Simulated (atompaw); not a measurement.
**Pseudopotential generation for W: PAW (atompaw), PBEsol**

Aim: build the potential from the settings below, then test how well it stands in for the atom: scattering, ghost states and the plane-wave cutoff that it needs.

Program: atompaw 4.2.0.5. Reference atom: PBEsol, scalar-relativistic, spherical and spin-unpolarised. All values are calculated.

### 1 The atom and the settings

The settings as typed:

* element: tungsten (W, Z = 74)
* type: PAW
* frozen core: [Kr] 4d10 4f14 5s2
* valence charge: 12
* reference configuration: 5p6 5d4 6s1 6p0 (charge +1)
* partial waves: 6s (bound): rc 2.40 bohr; 6s channel at -0.6 Ry: rc 2.40 bohr; 5p (bound): rc 1.95 bohr; 6p (bound, empty): rc 1.85 bohr; 5d (bound): rc 2.40 bohr; 5d channel at 0.2 Ry: rc 2.40 bohr
* local potential: vpsmatchnc scheme with l = 3 at 0 Ry, radius 2.25 bohr
* core correction: smooth core density matched at 1.95 bohr
* augmentation charge: besselshape compensation charge, radius 2.10 bohr; PAW radius 2.40 bohr; waves and projectors: custom polynom gramschmidtortho

An earlier all-electron run gives the scale for the radii.

All-electron outer shells of the reference configuration (PBEsol, scalar-relativistic, ld1.x):

```csv
shell,level (eV),outermost node (bohr),outermost maximum (bohr)
5s,-86.62,0.53,0.96
5p,-50.75,0.57,1.09
4f,-40.74,–,0.43
6s,-12.22,1.28,2.58
5d,-11.77,0.63,1.49
6p,-6.78,1.52,3.31
```

### 2 The generation run

W.input

```
W 74
GGA-PBESOL scalarrelativistic loggrid 2001 logderivrange -6 5 276
6 6 5 4 0 0
6 0 1
6 1 0
5 2 4
0 0 0
c
c
c
c
c
v
c
c
c
v
v
c
c
v
c
2
2.40 2.10 2.25 1.95
y
-0.6
n
n
y
0.2
n
custom polynom gramschmidtortho besselshape
3 0 vpsmatchnc
2.40
2.40
1.95
1.85
2.40
2.40
PWSCFOUT
UPFDX 0.0125d0 UPFXMIN -7.d0 UPFZMESH 74.d0
END
```

The run is started by

```
$ atompaw < W.input > W.log
```

Q: Predict the outcome of this session. Wanted: cutoffs for 10 and 1 mRy, occupied levels; bound ghosts; largest phase difference near zero energy, channels read; lowest eigenvalue of the overlap; share of valence orbitals outside the PAW sphere; UPF file.

**Answer**, as computed:

| quantity | value |
| --- | --- |
| cutoffs for 10 and 1 mRy, occupied levels | 30 Ry and 40 Ry |
| bound ghosts | s at -105.80 eV |
| largest phase difference near zero energy, channels read | 0.001 rad |
| lowest eigenvalue of the overlap (Bessel basis) | 0.285 (s) |
| share of valence orbitals outside the PAW sphere | 6s 69 %, 5p 2 %, 6p 89 %, 5d 25 % |
| UPF file | written |

It has a bound ghost (s), a state that the atom doesn't have, and that rules the file out. The potential is soft on the atom at that tolerance: the looser tolerance needs 30 Ry. The slowest occupied level is 5p: taken alone it needs 30 Ry to come within 1 mRy, against 21 Ry for 5d. Near zero energy the phases of the channels with partial waves agree within 0.001 rad. Note that the frozen 4f shell (-41 eV) lies higher than the valence 5p shell (-51 eV).
